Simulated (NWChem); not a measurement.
**CaI (SMILES [Ca][I]): UHF/3-21G**

Aim: the vertical ionisation energy of CaI at UHF/3-21G, from 2 runs. 

Program for the calculation: NWChem 7.3.0.

6 further runs of the same task are left out: 1 that didn't finish, 5 set aside as unsound or not needed. Runs told in other sessions of the task aren't counted.

**1. The system as given**

CaI has 2 atoms, charge 0, and is taken as a doublet. SMILES: `[Ca][I]`. The shape is that of a PBE0-D4/def2-TZVP optimisation.

Bond lengths: Ca1–I2 2.825 Å.

**2. Energy and gradient at UHF/3-21G**

File nw.nw:

```
start nw
title "CaI gradient"
memory 2200 mb

geometry units angstroms noautosym nocenter noautoz
   Ca     0.000000     0.000000     0.051180
   I      0.000000     0.000000     2.876020
end

basis spherical bse
   * library 3-21G
end

scf
   nopen 1
   uhf
   thresh 1e-08
   maxiter 80
end

task scf gradient
```

On the command line:

```console
$ nwchem nw.nw > nw.out
```

The log of the run:

```text
[...]
  functions       =    48
[...]
  wavefunction    = UHF
[...]
         Total SCF energy =  -7560.780950684184
      One electron energy = -10798.806603085750
      Two electron energy =   3039.455862983517
 Nuclear repulsion energy =    198.569789418048
                       Sz =      0.5000
                 Sz(Sz+1) =      0.7500
                      S^2 =      0.7512
[...]
                         UHF ENERGY GRADIENTS
    atom               coordinates                        gradient
                 x          y          z           x          y          z
   1 Ca      0.000000   0.000000   0.096716   -0.000000  -0.000000   0.044956
   2 I       0.000000   0.000000   5.434890    0.000000   0.000000  -0.044956
[...]
```

Run time: 7.8 s. Hardware: 1 thread of Intel Xeon Platinum 8223CL at 3.00GHz (Skylake/Cascade Lake), shared host; peak memory 0.1 GiB.

**3. The singlet cation: the energy at HF/3-21G**

File cai.xyz:

```xyz
2
CaI hf
Ca     0.000000     0.000000     0.051180
I      0.000000     0.000000     2.876020
```

File cai.nw:

```
echo
start cai
title "CaI hf"
memory total 2200 mb
charge 1

geometry units angstrom noautosym nocenter noautoz
   load cai.xyz
end

basis spherical bse
   * library 3-21G
end

scf
   thresh 1e-08
   maxiter 80
end

task scf energy
```

On the command line:

```console
$ nwchem cai.nw > cai.out
```

The log of the run:

```text
[...]
  functions       =    48
[...]
  wavefunction    = RHF
[...]
         Total SCF energy =  -7560.550541814445
      One-electron energy = -10785.590767713176
      Two-electron energy =   3026.470436480683
 Nuclear repulsion energy =    198.569789418049
        Time for solution =      4.3s
[...]
```

It took 5.4 s on 1 thread of Intel Xeon Platinum 8223CL at 3.00GHz (Skylake/Cascade Lake), shared host; peak memory 0.098 GiB.

**4. Outcome**

At UHF/3-21G:

```
                                          quantity           value
                         doublet CaI: total energy  -7560.78095 Eh
                        doublet CaI: dipole moment          6.04 D
   doublet CaI: HOMO energy (highest over α and β)        -6.41 eV
    doublet CaI: LUMO energy (lowest over α and β)        -0.33 eV
                                 doublet CaI: ⟨S²⟩           0.751
             doublet CaI: largest force on an atom      2.312 eV/Å
                      singlet cation: total energy  -7560.55054 Eh
                       singlet cation: HOMO energy       -13.06 eV
                       singlet cation: LUMO energy        -6.11 eV
                     singlet cation: HOMO–LUMO gap         6.95 eV
vertical ionisation energy (to the singlet cation)        6.270 eV
```

What this shows: Removing an electron at fixed nuclei costs 6.27 eV (145 kcal/mol). The largest force (doublet CaI) is 2.31 eV/Å: the shape isn't a stationary point for this species at this level. Only the singlet of the ionised species was computed; a triplet could lie lower. Relativity is left out (doublet CaI) although the molecule holds a heavy atom. Relativity is left out (singlet cation) although the molecule holds a heavy atom.
